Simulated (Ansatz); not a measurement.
# S: strong compression

An exercise on one series of results from a longer session: the logs are not shown, and one member is left open.

Computed with Ansatz 0.2.0 (DFT LDA, with the methods named in each step, unless a step's input says otherwise).

## The system as given

Symmetry: Fd-3m, No. 227, cubic system. The conventional cell has a = 5.540 Å, b = 5.540 Å, c = 5.540 Å, α = 90.00°, β = 90.00°, γ = 90.00°. S (site symmetry -43m) has 4 S at 2.40 Å in its first shell of neighbours.

As a file:

```xyz
2
Lattice="0.0000 2.7698 2.7698 2.7698 0.0000 2.7698 2.7698 2.7698 0.0000" Properties=species:S:1:pos:R:3 pbc="T T T"
S    -0.6925   -0.6925   -0.6925
S     0.6925    0.6925    0.6925
```

Whether this phase is the stable one at these pressures isn't tested.

Atoms are numbered in the order of the input: S1, S2.

Set-up of the first run:

File input.yaml:

```yaml
crystal:
  lattice:
    - [0.0, 2.7698291284, 2.7698291284]
    - [2.7698291284, 0.0, 2.7698291284]
    - [2.7698291284, 2.7698291284, 0.0]
  atoms:
    - { symbol: S, position: [-0.125, -0.125, -0.125] }
    - { symbol: S, position: [0.125, 0.125, 0.125] }
kpoints:
  mp_grid: { grid: [13, 13, 13] }
scf:
  occupations: { method: fermi_dirac, width: 0.05 }
hamiltonian:
  xc: lda
  pseudopotentials: { kind: paw }
output:
  forces: true
  stress: true
  write_density: true
  write_potential: true
  elf: true
  volumetric_format: npy
relax:
  f_tol: 0.005
  max_steps: 40
  cell: {}
```

Launch:

```bash
$ ansatz run input.yaml --threads 1 --pin off --max-ram 2048MiB --backend cpu --events-out ev --progress --plain --runs-dir out
```

Steps of the session up to this table: Cell relaxed at zero pressure, PAW; Volume scaled by 1, PAW; Volume scaled by 0.95, PAW; Volume scaled by 0.95, PAW (level accurate); Volume scaled by 0.85, PAW; Volume scaled by 0.75, PAW; Volume scaled by 0.65, PAW; Volume scaled by 0.55, PAW; Volume scaled by 0.45, PAW; Volume scaled by 0.4, PAW; Volume scaled by 0.4, PAW (core large).

One of the session's tables, all rows but one given; the rest of the session is left out.

 The rows PAW, 0.4 and PAW (core large), 0.4 agree to the last digit and may rest on the same set-up.

| method | volume over the first | volume (Å³/atom) | pressure (GPa) |
| --- | --- | --- | --- |
| PAW | 1 | 22.357 | 0.01 |
| PAW | 0.95 | 21.239 | 2.88 |
| PAW | 0.85 | 19.003 | 10.93 |
| PAW | 0.75 | 16.768 | 23.29 |
| PAW | 0.65 | ? | ? |
| PAW | 0.55 | 12.296 | 73.14 |
| PAW | 0.45 | 10.061 | 131.74 |
| PAW | 0.4 | 8.943 | 192.08 |
| PAW (core large) | 0.4 | 8.943 | 192.08 |
| PAW (level accurate) | 0.95 | 21.239 | 2.91 |

Estimate the missing values for PAW, 0.65.

**Answer.** volume (Å³/atom): 14.532; pressure (GPa): 42.99. In the column «volume (Å³/atom)» it lies between PAW, 0.55 (12.296) and PAW, 0.75 (16.768).
